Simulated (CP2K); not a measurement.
BiTe: equation of state with r2SCAN

Crystal: BiTe.

```xyz
2
Lattice="4.5750 0.0000 0.0000 2.2875 3.9620 0.0000 2.2875 1.3207 3.7355" Properties=species:S:1:pos:R:3 pbc="T T T"
Bi    0.0000    0.0000    0.0000
Te    4.5750    2.6414    1.8677
```

| Quantity | Value |
| --- | --- |
| Program | CP2K 2026.2 |
| Task | equation of state |
| Functional | r2SCAN |
| Potentials or basis | POTENTIAL_UZH Bi GTH-SCAN-q5, Te GTH-SCAN-q6; TZVP-MOLOPT-SCAN-GTH basis |
| Density cutoff | 9184 eV |
| k mesh | 7 × 7 × 7 |
| Occupations | fermi-dirac, width 0.01 eV |
| Spin | no spin polarisation |

- Equilibrium volume: 33.43 Å³/atom
- Bulk modulus: 52 GPa
- Pressure derivative of the bulk modulus: 4.6

Energy against volume, from the lowest point:
| volume (Å³/atom) | energy (meV/atom) |
| --- | --- |
| 31.824 | 13.35 |
| 32.501 | 4.09 |
| 33.178 | 0.00 |
| 33.855 | 0.52 |
| 34.532 | 5.15 |
| 35.209 | 13.45 |
| 35.886 | 25.02 |

All runs of the series together: 5.3 min on 1 thread of Arm Neoverse V2, on a shared host.

Caveat: the basis of atomic orbitals isn't converged, which shifts pressures, moduli and gaps.
